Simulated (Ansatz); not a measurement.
**AlClF2 (SMILES [F][Al]([F])[Cl]): levels of theory compared**

Aim: a comparison of 6 runs (HF/STO-3G, B3LYP/6-31G*, BLYP/def2-SVPD, HSE06/def2-SVPD, revPBE/def2-SVPD) of AlClF2. 

The calculation is run with Ansatz 0.2.0.

46 further runs of the same task are left out: 46 set aside as unsound or not needed.

**1. The system as given**

AlClF2: 4 atoms, total charge 0, spin state singlet. SMILES: `[F][Al]([F])[Cl]`. One bond was lengthened or shortened from a relaxed shape.

Bond lengths: F1–Al2 1.875 Å, Al2–F3 1.631 Å, Al2–Cl4 2.061 Å. Angles: F1–Al2–F3 119.0°, F1–Al2–Cl4 120.5°, F3–Al2–Cl4 120.5°.

**2. The energy at HF/STO-3G (run 1)**

job.yaml

```yaml
crystal:
  periodic: [false, false, false]
  atoms:
    - symbol: F
      position_ang: [1.136386, 0.837635, 1.314049]
    - symbol: Al
      position_ang: [0.069280, -0.050750, 0.053570]
    - symbol: F
      position_ang: [0.273490, -1.653820, -0.164660]
    - symbol: Cl
      position_ang: [-1.339980, 0.982810, -1.038560]
basis:
  gaussian: {orbitals: STO-3G}
hamiltonian: {xc: hf}
accuracy: high
output: {orbitals: {seedname: orbitals}}
```

Started as:

```console
$ ansatz run job.yaml --threads 1 --pin off --max-ram 3480MiB --events-out events.jsonl --progress --plain --runs-dir runs
```

Standard output:

```text
Warning: RAYON_NUM_THREADS=1 ignored (pool sized by the plan → 1); use --threads N
Functional definition: HF
  name "HF"
  exchange = exact_x
  correlation = 0
518 factors; integrals over basis functions are off by at most 2.8e-8 eV
mean field evaluation 1: about -24208.6892 eV, gradient 3.0e1 eV
mean field evaluation 2: about -24208.7108 eV, gradient 3.0e1 eV
mean field evaluation 4: about -24212.8907 eV, gradient 1.3e0 eV
mean field evaluation 8: about -24212.9016 eV, gradient 4.2e-2 eV
mean field -24212.90160277 eV, -889.8077218074 hartree, gradient 1.7e-8 eV, S^2 0.000000; 0 other end points of the search recorded, 0 dependent functions left out
reference -24212.90160277 eV, -889.8077218074 hartree; 24, 24 occupied and 4, 4 virtual orbitals, 518 factors
Total energy: -24212.90160277 eV, -889.8077218074 hartree
```

Wall time 0.16 s (1 thread of Arm Neoverse V2, shared host).

**3. A single-point energy at B3LYP/6-31G(d) (spherical functions) (run 2)**

job.yaml

```yaml
basis:
  gaussian: {orbitals: 6-31G_st_-spherical.json}
crystal:
  periodic: [false, false, false]
  atoms:
    - {symbol: F, position_ang: [1.136386, 0.837635, 1.314049]}
    - {symbol: Al, position_ang: [0.069280, -0.050750, 0.053570]}
    - {symbol: F, position_ang: [0.273490, -1.653820, -0.164660]}
    - {symbol: Cl, position_ang: [-1.339980, 0.982810, -1.038560]}
hamiltonian: {xc: {name: B3LYP}}
accuracy: high
output: {orbitals: {seedname: orbitals}}
```

The basis set 6-31G* is read from a file made from the Basis Set Exchange's data (not shown).

Started as:

```console
$ ansatz run job.yaml --threads 1 --pin off --max-ram 3480MiB --events-out events.jsonl --progress --plain --runs-dir runs
```

Standard output:

```text
Warning: RAYON_NUM_THREADS=1 ignored (pool sized by the plan → 1); use --threads N
Functional definition: B3LYP
  name "B3LYP"
  parameter a0 = 0.2
  parameter ax = 0.72
  parameter ac = 0.81
  exchange = (1 - a0 - ax)*slater_x + ax*b88_x + a0*exact_x
  correlation = (1 - ac)*vwn_rpa_c + ac*lyp_c
1229 factors; integrals over basis functions are off by at most 7.2e-9 eV
mean field evaluation 1: about -24553.8719 eV, gradient 5.1e1 eV
mean field evaluation 2: about -24541.4387 eV, gradient 1.0e2 eV
mean field evaluation 4: about -24558.0572 eV, gradient 4.2e0 eV
mean field evaluation 8: about -24558.1578 eV, gradient 1.8e-1 eV
mean field evaluation 16: about -24558.1578 eV, gradient 1.2e-6 eV
mean field -24558.15783251 eV, -902.4956542275 hartree, gradient 6.1e-8 eV, S^2 0.000000; 0 other end points of the search recorded, 0 dependent functions left out
reference -24558.15786906 eV, -902.4956555706 hartree; 24, 24 occupied and 40, 40 virtual orbitals, 1229 factors
Total energy: -24558.15786906 eV, -902.4956555706 hartree
```

Run time: 3.6 s. Hardware: 1 thread of Arm Neoverse V2, shared host; peak memory 0.18 GiB.

**4. A single-point energy at B3LYP/6-31G(d) (Cartesian functions) (run 3)**

in.yaml

```yaml
crystal:
  periodic: [false, false, false]
  atoms:
    - symbol: F
      position_ang: [1.136386, 0.837635, 1.314049]
    - symbol: Al
      position_ang: [0.069280, -0.050750, 0.053570]
    - symbol: F
      position_ang: [0.273490, -1.653820, -0.164660]
    - symbol: Cl
      position_ang: [-1.339980, 0.982810, -1.038560]
basis:
  gaussian: {orbitals: "6-31G*"}
hamiltonian: {xc: {name: B3LYP}}
accuracy: high
output: {orbitals: {seedname: orbitals}}
```

Started as:

```console
$ ansatz run in.yaml --threads 1 --pin off --max-ram 3480MiB --events-out events.jsonl --progress --plain --runs-dir runs
```

Standard output:

```text
Warning: RAYON_NUM_THREADS=1 ignored (pool sized by the plan → 1); use --threads N
Functional definition: B3LYP
  name "B3LYP"
  parameter a0 = 0.2
  parameter ax = 0.72
  parameter ac = 0.81
  exchange = (1 - a0 - ax)*slater_x + ax*b88_x + a0*exact_x
  correlation = (1 - ac)*vwn_rpa_c + ac*lyp_c
1255 factors; integrals over basis functions are off by at most 3.3e-9 eV
mean field evaluation 1: about -24554.1386 eV, gradient 5.1e1 eV
mean field evaluation 2: about -24541.6443 eV, gradient 1.0e2 eV
mean field evaluation 4: about -24558.3038 eV, gradient 4.2e0 eV
mean field evaluation 8: about -24558.3685 eV, gradient 3.6e-2 eV
mean field evaluation 16: about -24558.3685 eV, gradient 2.4e-6 eV
mean field -24558.36849922 eV, -902.5033960862 hartree, gradient 1.4e-8 eV, S^2 0.000000; 0 other end points of the search recorded, 0 dependent functions left out
reference -24558.36853576 eV, -902.5033974291 hartree; 24, 24 occupied and 44, 44 virtual orbitals, 1255 factors
Total energy: -24558.36853576 eV, -902.5033974291 hartree
```

It took 3.6 s on 1 thread of Arm Neoverse V2, shared host; peak memory 0.18 GiB.

Runs 4 to 5 aren't shown in full; the table further down has their settings and results.

**5. The energy at revPBE/def2-SVPD (run 6)**

run.yaml

```yaml
crystal:
  periodic: [false, false, false]
  atoms:
    - symbol: F
      position_ang: [1.136386, 0.837635, 1.314049]
    - symbol: Al
      position_ang: [0.069280, -0.050750, 0.053570]
    - symbol: F
      position_ang: [0.273490, -1.653820, -0.164660]
    - symbol: Cl
      position_ang: [-1.339980, 0.982810, -1.038560]
basis:
  gaussian:
    orbitals: def2-SVPD
hamiltonian:
  xc: {name: revPBE}
accuracy: high
output:
  orbitals: {seedname: orbitals}
```

Started as:

```console
$ ansatz run run.yaml --threads 1 --pin off --max-ram 3480MiB --events-out events.jsonl --progress --plain --runs-dir runs
```

Standard output:

```text
Warning: RAYON_NUM_THREADS=1 ignored (pool sized by the plan → 1); use --threads N
Functional definition: revPBE
  name "revPBE"
  parameter kappa = 1.245
  parameter beta = 0.06672455060314922
  exchange = pbe_x(kappa = kappa, mu = beta*pi^2/3)
  correlation = pbe_c(beta = beta)
1799 factors; integrals over basis functions are off by at most 3.6e-9 eV
mean field evaluation 1: about -24538.0192 eV, gradient 5.7e1 eV
mean field evaluation 2: about -24497.8036 eV, gradient 1.6e2 eV
mean field evaluation 4: about -24543.2279 eV, gradient 1.2e1 eV
mean field evaluation 8: about -24543.4404 eV, gradient 3.5e-1 eV
mean field evaluation 16: about -24543.4407 eV, gradient 8.7e-6 eV
mean field -24543.44068377 eV, -901.9548089868 hartree, gradient 1.5e-8 eV, S^2 0.000000; 0 other end points of the search recorded, 0 dependent functions left out
reference -24543.44068839 eV, -901.9548091566 hartree; 24, 24 occupied and 73, 73 virtual orbitals, 1799 factors
Total energy: -24543.44068839 eV, -901.9548091566 hartree
```

Wall time 4.8 s (1 thread of Arm Neoverse V2, shared host); peak memory 0.23 GiB.

**6. The series**

```
run                               level  Cartesian functions  energy (Eh)  HOMO energy (eV)  LUMO energy (eV)  HOMO–LUMO gap (eV)  wall time
  1                           HF/STO-3G                   no  -889.807722             -9.94              7.74               17.68     0.16 s
  2  B3LYP/6-31G* (spherical functions)                   no  -902.495656             -9.65             -2.09                7.55      3.6 s
  3  B3LYP/6-31G* (Cartesian functions)                  yes  -902.503397             -9.65             -2.10                7.55      3.6 s
  4                      BLYP/def2-SVPD                   no  -902.153520             -8.62             -2.97                5.65      5.1 s
  5                     HSE06/def2-SVPD                   no  -901.684316             -9.91             -2.50                7.41      7.2 s
  6                    revPBE/def2-SVPD                   no  -901.954809             -8.73             -2.88                5.85      4.8 s
```

**7. Outcome**

```
            quantity          value
 run 6: total energy  -901.95481 Eh
  run 6: HOMO energy       -8.73 eV
  run 6: LUMO energy       -2.88 eV
run 6: HOMO–LUMO gap        5.85 eV
```

What this shows: The HOMO–LUMO gap runs from 5.65 eV (BLYP/def2-SVPD) to 17.68 eV (HF/STO-3G). The two ends differ in method and basis. Totals of different functionals can't be ranked against each other. In run 1 the basis is minimal, so the values are rough. All runs together took 25 s, the longest 7.2 s.
